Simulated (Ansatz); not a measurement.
# Eu: pressure up to the limit of the methods

One table from this session's results is given with a row withheld; the runs are named, their logs left out.

Computed with Ansatz 0.2.0 (DFT, PBE, PAW with Ansatz's default frozen-core files, scalar-relativistic, unless a step's input says otherwise).

4 further runs of the same task are left out: 3 that didn't finish, 1 set aside as unsound or not needed. Runs told in other sessions of the task aren't counted.

### Starting point

The structure is cubic, space group Im-3m (No. 229). The conventional cell has a = 4.388 Å, b = 4.388 Å, c = 4.388 Å, α = 90.00°, β = 90.00°, γ = 90.00°. Eu (site symmetry m-3m) is surrounded by 8 Eu at 3.80 Å.

As a file:

```xyz
1
Lattice="-2.1940 2.1940 2.1940 2.1940 -2.1940 2.1940 2.1940 2.1940 -2.1940" Properties=species:S:1:pos:R:3 pbc="T T T"
Eu    0.0000    0.0000    0.0000
```

Whether this phase is the stable one at these pressures isn't tested.

Set-up of the first run:

input.yaml

```yaml
crystal:
  lattice:
    - [-2.1939572467, 2.1939572467, 2.1939572467]
    - [2.1939572467, -2.1939572467, 2.1939572467]
    - [2.1939572467, 2.1939572467, -2.1939572467]
  atoms:
    - { symbol: Eu, position: [0.0, 0.0, 0.0], spin: 7.0 }
magnetization:
  spin_polarized: true
kpoints:
  mp_grid: { grid: [14, 14, 14] }
scf:
  occupations: { method: fermi_dirac, width: 0.05 }
hamiltonian:
  xc: pbe
  pseudopotentials: { kind: paw }
output:
  forces: true
  stress: true
relax:
  f_tol: 0.005
  max_steps: 40
  cell: {}
```

Launch:

```
$ ansatz run input.yaml --threads 1 --pin off --max-ram 3072MiB --backend cpu --events-out ev --progress --plain --runs-dir out
```

Among the steps run: Cell relaxed at zero pressure, PAW; Volume scaled by 1, PAW; Volume scaled by 0.88, PAW; Volume scaled by 0.78, PAW; Volume scaled by 0.68, PAW; Volume scaled by 0.58, PAW; Volume scaled by 0.5, PAW; Volume scaled by 0.43, PAW; Volume scaled by 0.43, PAW (cutoff 300 eV).

One of the session's tables, all rows but one given; the rest of the session is left out.

| method | volume over the first | volume (Å³/atom) | pressure (GPa) | moment Eu (μB) |
| --- | --- | --- | --- | --- |
| PAW | 1 | 42.242 | -0.03 | 7.02 |
| PAW | 0.88 | ? | ? | ? |
| PAW | 0.78 | 32.949 | 5.27 | 6.92 |
| PAW | 0.68 | 28.725 | 10.19 | 6.89 |
| PAW | 0.58 | 24.500 | 18.72 | 6.88 |
| PAW | 0.5 | 21.121 | 31.04 | 6.83 |
| PAW | 0.43 | 18.164 | 50.03 | 6.75 |
| PAW (cutoff 300 eV) | 0.43 | 18.164 | 50.80 | 6.77 |

Q: Estimate the row for PAW, 0.88 from the others.

As computed: volume (Å³/atom): 37.173; pressure (GPa): 2.16; moment Eu (μB): 6.96. In the column «volume (Å³/atom)» it lies between PAW, 0.78 (32.949) and PAW, 1 (42.242).

To keep in mind: Warnings in the runs' records: cutoff below recommended.
